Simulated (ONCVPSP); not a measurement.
# Calcium: generating and testing an ONCV potential

Task: generate the file, and judge it by its errors in other configurations, its logarithmic derivatives, its ghosts and its cutoff.

The numbers are computed with ONCVPSP 4.0.1 (Wu-Cohen, non-relativistic, spin-unpolarised reference atom).

**1. Settings**

Typed settings, in words:

```json
{
 "element": "calcium (Ca, Z = 20)",
 "type": "optimised norm-conserving Vanderbilt (ONCV)",
 "frozen core": "[Ne]",
 "valence charge": "10",
 "reference configuration": "3s2 3p6 4s2",
 "partial waves": "3s+4s: rc 2.30 bohr, ncon 4, nbas 8, qcut 6.4 1/bohr, 2 projectors; 3p: rc 1.60 bohr, ncon 4, nbas 7, qcut 8 1/bohr, 1 projector; d scattering state at 0.25 Ha: rc 2.25 bohr, ncon 4, nbas 7, qcut 5 1/bohr, 2 projectors, debl 3.4 Ha",
 "local potential": "polynomial inside 1.50 bohr (lpopt 5, dvloc0 0 Ha)",
 "core correction": "not asked for"
}
```

The nodes and maxima of the atom's own shells, from an earlier all-electron run, set the scale for the radii.

All-electron outer shells of the reference configuration (Wu-Cohen, non-relativistic, ld1.x):

```csv
shell,level (eV),outermost node (bohr),outermost maximum (bohr)
3s,-46.59,0.45,1.00
3p,-28.04,0.42,1.04
4s,-3.75,1.44,3.42
3d,-2.08,–,1.27
4p,-1.40,1.63,4.34
```

**2. Generation**

Contents of Ca.dat:

```
# ATOM AND REFERENCE CONFIGURATION
# atsym  z   nc   nv     iexc    psfile
  Ca 20.00    3    3  -118130      upf
#
#   n    l    f
    1    0    2.00
    2    0    2.00
    2    1    6.00
    3    0    2.00
    3    1    6.00
    4    0    2.00
#
# PSEUDOPOTENTIAL AND OPTIMIZATION
# lmax
    2
#
#   l,   rc,      ep,       ncon, nbas, qcut
    0    2.30    0.00    4    8    6.40
    1    1.60    0.00    4    7    8.00
    2    2.25    0.25    4    7    5.00
#
# LOCAL POTENTIAL
# lloc, lpopt,  rc(5),   dvloc0
    4    5    1.50    0.00
#
# VANDERBILT-KLEINMAN-BYLANDER PROJECTORs
# l, nproj, debl
    0    2    3.90
    1    1    3.00
    2    2    3.40
#
# MODEL CORE CHARGE
# icmod, fcfact, rcfact
    0    0.00    0.00
#
# LOG DERIVATIVE ANALYSIS
# epsh1, epsh2, depsh
   -3.00    5.00    0.02
#
# OUTPUT GRID
# rlmax, drl
    6.00    0.01
#
# TEST CONFIGURATIONS
# ncnf
    4
# nvcnf
#   n    l    f
    3
    3    0    2.00
    3    1    6.00
    4    0    1.00
#
    3
    3    0    2.00
    3    1    6.00
    4    0    0.00
#
    3
    3    0    2.00
    3    1    6.00
    4    0    1.50
#
    4
    3    0    2.00
    3    1    6.00
    4    0    0.00
    3    2    1.00
#
```

Command:

```sh
$ oncvpspnr.x < Ca.dat > Ca.out
```

What does the calculation give? Wanted: cutoffs for 1 and 0.1 mHa per electron, occupied waves; bound ghosts; GHOST(+) flags; largest test error; largest phase difference near zero energy, channels read; projector energies reset by the program.

The runs gave:

| quantity | value |
| --- | --- |
| cutoffs for 1 and 0.1 mHa per electron, occupied waves | 14 Ha and 17 Ha |
| bound ghosts | p at -73112.41 eV |
| GHOST(+) flags | none at low energy |
| largest test error (AE − PS) | +50 meV, for 3s2 3p6 3d1 4s0 |
| largest phase difference near zero energy, channels read | 0.047 rad |
| projector energies reset by the program | d: -0.077, 3.323 Ha |

**Reading.** It has a bound ghost (p), a state that the atom doesn't have, and that rules the file out. The worst unpolarised test, 3s2 3p6 3d1 4s0, is off by 50 meV on 7.4 eV; by total energies transferability rates as fair. The potential is soft on the atom at that tolerance: the looser tolerance needs 14 Ha. At the looser tolerance the 3p wave is the slowest; 3s needs 6 Ha. That counts occupied waves only; other projectors can need more. Near zero energy the largest phase difference among the channels read is 0.05 rad, in the p channel. All of this concerns the isolated atom, not yet a solid.
